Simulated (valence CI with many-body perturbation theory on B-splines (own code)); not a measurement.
# Os³⁶⁺: settings changed one run at a time

How much do changed settings matter for Os³⁶⁺? A reference run is followed by altered ones.

Program: an in-house CI+MBPT code version 6. Level of theory: configuration interaction of the valence electrons, many-body perturbation theory for a frozen closed Dirac-Fock core, no-pair Dirac Hamiltonian, B-spline basis. These are calculated values, not measurements, unless marked.

## (1) The atom as given

* element: osmium (Z = 76, A = 192)
* charge: +36
* frozen core: [Kr]
* start configuration of the valence electrons: 4d4
* nuclear rms radius: 5.4126 fm

## (2) The reference run

Settings of the run:

```ini
atom Os  Z=76  mass_number=192  rms_radius_fm=5.4126
core [Kr]
valence 4d4
avg = 1
basis = S
breit = 1
cap = 10000
capref = 1200
cscale = 1
de = 0.0
dress = 0
eps = 2e-08
extrap = 1
h = 0.27
hh = 1
l2 = 3
lcore = 6
maxit = 60
n2 = 5
natural = 1
nlev = 20
nno = [3, 3, 3, 3, 1]
nroot = 26
nsp = [3, 3, 2, 2, 0]
pt2 = 1
qed = 1
rpa = 1
s1 = 1
s2 = 1
s3 = 1
screen = 1
tol = 2e-05
whole = 1
```

Run with:

```
python run_cv.py task.json out
```

task.json holds these settings and those of the later runs, which follow in the same process.

## (3) Changed: Breit term off; scale of Σ1 0

Changes to the settings of step 2:

```diff
@@ -5,3 +5,3 @@
 basis = S
-breit = 1
+breit = 0
 cap = 10000
@@ -27,3 +27,3 @@
 rpa = 1
-s1 = 1
+s1 = 0
 s2 = 1
```

## (4) Changed: core shells from n = 4

Changes to the settings of step 3:

```diff
@@ -5,3 +5,3 @@
 basis = S
-breit = 0
+breit = 1
 cap = 10000
@@ -23,2 +23,3 @@
 nroot = 26
+ns = 4
 nsp = [3, 3, 2, 2, 0]
@@ -27,3 +28,3 @@
 rpa = 1
-s1 = 0
+s1 = 1
 s2 = 1
```

## (5) Changed: scale of Σ1 1.1

Changes to the settings of step 4:

```diff
@@ -23,3 +23,2 @@
 nroot = 26
-ns = 4
 nsp = [3, 3, 2, 2, 0]
@@ -28,3 +27,3 @@
 rpa = 1
-s1 = 1
+s1 = 1.1
 s2 = 1
```

## (6) Changed: correlating orbitals by l [2, 2, 1, 1, 0]; natural orbitals off

Changes to the settings of step 5:

```diff
@@ -19,5 +19,5 @@
 n2 = 5
-natural = 1
+natural = 0
 nlev = 20
-nno = [3, 3, 3, 3, 1]
+nno = [2, 2, 1, 1, 0]
 nroot = 26
@@ -27,3 +27,3 @@
 rpa = 1
-s1 = 1.1
+s1 = 1
 s2 = 1
```

What does the calculation give? Wanted: for each run, outcome; ionisation energy; its shift; mean size of level shifts.

**Answer**, as computed:

| run | outcome | ionisation energy (eV) | its shift (eV) | mean size of level shifts (cm⁻¹) | time |
| --- | --- | --- | --- | --- | --- |
| reference | converged | 1606.94 | 0 | 0 | 66 s |
| Breit term off; scale of Σ1 0 | converged | 1605.23 | -1.71 | 5149 | 66 s |
| core shells from n = 4 | converged | 1606.85 | -0.0898 | 251 | 35 s |
| scale of Σ1 1.1 | converged | 1607.22 | +0.279 | 133 | 65 s |
| correlating orbitals by l [2, 2, 1, 1, 0]; natural orbitals off | converged, crude | 1606.78 | -0.162 | 305 | 52 s |
| NIST (tabulated theoretical) | - | 1606 | - | - | - |

The ionisation energy reacts most to «Breit term off; scale of Σ1 0» (-1.71 eV) and least to «core shells from n = 4» (-0.0898 eV). The reference run itself stands +0.94 eV from the NIST entry (uncertainty 5 eV). The quickest altered run takes 53 % of the reference time, which also holds the start-up, and shifts the levels by 251 cm⁻¹ on average. Cautions: by estimate large intervals hold to a few tenths of a per cent, small ones and the rates on them less well; only levels of one parity were solved.
